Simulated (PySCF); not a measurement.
# CsNa (NaCs): wB97M-V/def2-TZVP (core potential, nlc grid 1)

Aim: the vertical ionisation energy of CsNa (NaCs) at wB97M-V/def2-TZVP (core potential, nlc grid 1), from 2 runs. 

Program for the calculation: PySCF 2.14.0.

## Step 1: The structure to begin with

The species is CsNa (2 atoms), meant as a singlet with charge 0. As SMILES, `[Na][Cs]`. The shape is that of a PBE0-D4/def2-TZVP optimisation.

Bond lengths: Na1–Cs2 3.905 Å.

## Step 2: A single-point energy at wB97M-V/def2-TZVP (core potential, nlc grid 1)

The input, start.xyz:

```xyz
2
CsNa
Na     0.000000     0.000000    -0.259290
Cs     0.000000     0.000000     3.645610
```

The input, run.py:

```python
from pyscf import gto, dft

mol = gto.Mole()
mol.atom = 'start.xyz'
mol.ecp = {'Cs': 'def2-svp'}
mol.max_memory = 1860
mol.basis = 'def2-tzvp'
mol.charge = 0
mol.verbose = 3
mol.build()

mf = dft.RKS(mol, xc='wb97m-v')
mf.grids.level = 5
mf.nlcgrids.level = 1
mf.conv_tol = 1e-10
mf.kernel()
if not mf.converged:
    mf = mf.newton().run(mf.mo_coeff, mf.mo_occ)

energy = mf.e_tot
print('Final energy', energy)
```

Launch:

```
OMP_NUM_THREADS=1 python run.py
```

Standard output:

```text
converged SCF energy = -182.348841097211
Final energy -182.34884109721108
```

Run time: 18 s. Hardware: 1 thread of Arm Neoverse V1, shared host; peak memory 0.32 GiB.

## Step 3: The doublet cation at the same level

The input, run.py:

```python
from pyscf import gto, dft

system = gto.Mole()
system.atom = '''
Na     0.000000     0.000000    -0.489987
Cs     0.000000     0.000000     6.889204
'''
system.unit = 'bohr'
system.charge = 1
system.max_memory = 1860
system.ecp = {'Cs': 'def2-svp'}
system.verbose = 4
system.spin = 1
system.basis = 'def2-tzvp'
system.build()

ks = dft.UKS(system, xc='wb97m-v')
ks.grids.level = 5
ks.conv_tol = 1e-10
ks.nlcgrids.level = 1
ks.kernel()
if not ks.converged:
    ks = ks.newton().run(ks.mo_coeff, ks.mo_occ)

etot = ks.e_tot
print('E = %.10f Eh' % etot)
```

Launch:

```
OMP_NUM_THREADS=1 python run.py
```

Standard output:

```text
PySCF version 2.14.0

[INPUT] num. atoms = 2
[INPUT] num. electrons = 19
[INPUT] charge = 1
[INPUT] spin (= nelec alpha-beta = 2S) = 1
[INPUT] symmetry False subgroup None
[INPUT] Mole.unit = bohr
[INPUT] Symbol           X                Y                Z      unit          X                Y                Z       unit  Magmom
[INPUT]  1 Na     0.000000000000   0.000000000000  -0.259289954047 AA    0.000000000000   0.000000000000  -0.489987000000 Bohr   0.0
[INPUT]  2 Cs     0.000000000000   0.000000000000   3.645609758179 AA    0.000000000000   0.000000000000   6.889204000000 Bohr   0.0

nuclear repulsion = 13.4161048277514
number of shells = 23
number of NR pGTOs = 93
number of NR cGTOs = 61
basis = def2-tzvp
ecp = {'Cs': 'def2-svp'}

******** <class 'pyscf.dft.uks.UKS'> ********
method = UKS
initial guess = minao
damping factor = 0
level_shift factor = 0
DIIS = <class 'pyscf.scf.diis.CDIIS'>
diis_start_cycle = 1
diis_space = 8
diis_damp = 0
SCF conv_tol = 1e-10
SCF conv_tol_grad = None
SCF max_cycles = 50
direct_scf = True
direct_scf_tol = 1e-13
number electrons alpha = 10  beta = 9
XC library pyscf.dft.libxc version 7.0.0
    S. Lehtola, C. Steigemann, M. J.T. Oliveira, and M. A.L. Marques.,  SoftwareX 7, 1–5 (2018)
XC functionals = wb97m-v
radial grids:
    Treutler-Ahlrichs [JCP 102, 346 (1995); DOI:10.1063/1.469408] (M4) radial grids

becke partition: Becke, JCP 88, 2547 (1988); DOI:10.1063/1.454033
pruning grids: <function nwchem_prune>
grids dens level: 5
symmetrized grids: False
atomic radii adjust function: <function treutler_atomic_radii_adjust>
** Following is NLC and NLC Grids **
NLC functional = wb97m-v
radial grids:
    Treutler-Ahlrichs [JCP 102, 346 (1995); DOI:10.1063/1.469408] (M4) radial grids

becke partition: Becke, JCP 88, 2547 (1988); DOI:10.1063/1.454033
pruning grids: <function nwchem_prune>
grids dens level: 1
symmetrized grids: False
atomic radii adjust function: <function treutler_atomic_radii_adjust>
small_rho_cutoff = 0
Set gradient conv threshold to 1e-05
tot grids = 91056
tot grids = 14976
init E= -178.975071157013
[... the frontier-level lines of each cycle are left out ...]


cycle= 1 E= -182.170685476508  delta_E= -3.2  |g|= 0.157  |ddm|=  1.4
cycle= 2 E= -182.190868127008  delta_E= -0.0202  |g|= 0.0438  |ddm|= 0.621
cycle= 3 E= -182.193271197544  delta_E= -0.0024  |g|= 0.0163  |ddm|= 0.159
cycle= 4 E= -182.193950538952  delta_E= -0.000679  |g|= 0.00662  |ddm|= 0.0896
cycle= 5 E= -182.194253545017  delta_E= -0.000303  |g|= 0.00181  |ddm|= 0.0884
cycle= 6 E= -182.194280660632  delta_E= -2.71e-05  |g|= 0.000616  |ddm|= 0.0279
cycle= 7 E= -182.194282950079  delta_E= -2.29e-06  |g|= 0.000216  |ddm|= 0.0062
cycle= 8 E= -182.194283175645  delta_E= -2.26e-07  |g|= 6.57e-05  |ddm|= 0.00172
cycle= 9 E= -182.194283198492  delta_E= -2.28e-08  |g|= 1.13e-05  |ddm|= 0.000545
cycle= 10 E= -182.194283199079  delta_E= -5.87e-10  |g|= 3.2e-06  |ddm|= 0.000105
cycle= 11 E= -182.194283199125  delta_E= -4.66e-11  |g|= 6.33e-07  |ddm|= 3.13e-05
Extra cycle  E= -182.194283199127  delta_E= -1.08e-12  |g|= 2.62e-07  |ddm|= 3.02e-06
converged SCF energy = -182.194283199127  <S^2> = 0.75006239  2S+1 = 2.0000624
E = -182.1942831991 Eh
```

Wall time 24 s (1 thread of Arm Neoverse V1, shared host); peak memory 0.33 GiB.

## Step 4: What came out

At wB97M-V/def2-TZVP (core potential, nlc grid 1):

| quantity | value |
| --- | --- |
| singlet CsNa: total energy | -182.34884 Eh |
| singlet CsNa: dipole moment | 5.60 D |
| singlet CsNa: HOMO energy | -4.06 eV |
| singlet CsNa: LUMO energy | -0.41 eV |
| singlet CsNa: HOMO–LUMO gap | 3.65 eV |
| doublet cation: total energy | -182.19428 Eh |
| doublet cation: HOMO energy (highest over α and β) | -8.59 eV |
| doublet cation: LUMO energy (lowest over α and β) | -3.93 eV |
| doublet cation: ⟨S²⟩ | 0.750 |
| vertical ionisation energy (to the doublet cation) | 4.206 eV |

In words: The vertical ionisation energy comes to 4.21 eV (97 kcal/mol). The negative HOMO energy of the first species, 4.06 eV, lies 0.14 eV below that difference.
